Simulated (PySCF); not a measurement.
# B2FH6P: the cost of one run

Programs: PySCF 2.14.0, with density-fitted response routines of our own. Each step states its level of theory. These are calculated values for one molecule in the gas phase, unless marked as measured. Atoms are numbered from 0 throughout.

## Step 1: The starting structure

10 atoms, charge 0, multiplicity 1; geometry from: GFN2-xTB. The atoms were then displaced at random by about 0.01 Å, so the start is not that level's minimum.

Bonds of the start (Å): B0–P1 1.86, P1–B2 2.06, B2–F3 1.37, B0–H4 1.18, B0–H5 1.13, P1–H6 1.38, P1–H7 1.39, B2–H8 1.21, B2–H9 1.18.

## Step 2: Optimising the geometry at PBE0-D3(BJ)/def2-SVP

Job settings and geometry (Å):

```
{"job": {"xc": "PBE0", "basis": "def2-SVP", "d3": "d3bj", "grid": 1, "shake": 0.01, "kind": "geom"}, "charge": 0, "multiplicity": 1}
B      1.681410    -0.291390    -0.482260
P      0.242650     0.681690     0.180490
B     -1.484620    -0.436700     0.251670
F     -1.598360    -0.801280    -1.063280
H      1.819370    -0.330400    -1.651590
H      2.314740    -0.892420     0.241000
H      0.538030     1.231150     1.416690
H      0.042520     1.842260    -0.550910
H     -1.205740    -1.349220     0.990000
H     -2.299550     0.325380     0.647150
```

Started as:

```sh
> OMP_NUM_THREADS=1 python probes_run.py task.json out
```

The driver reads the jobs from task.json and runs them one after another.

Q: Estimate the wall time and peak memory of this first job on 1 thread of Arm Neoverse V2, shared host.

About 20 s, with a peak of 0.38 GiB.
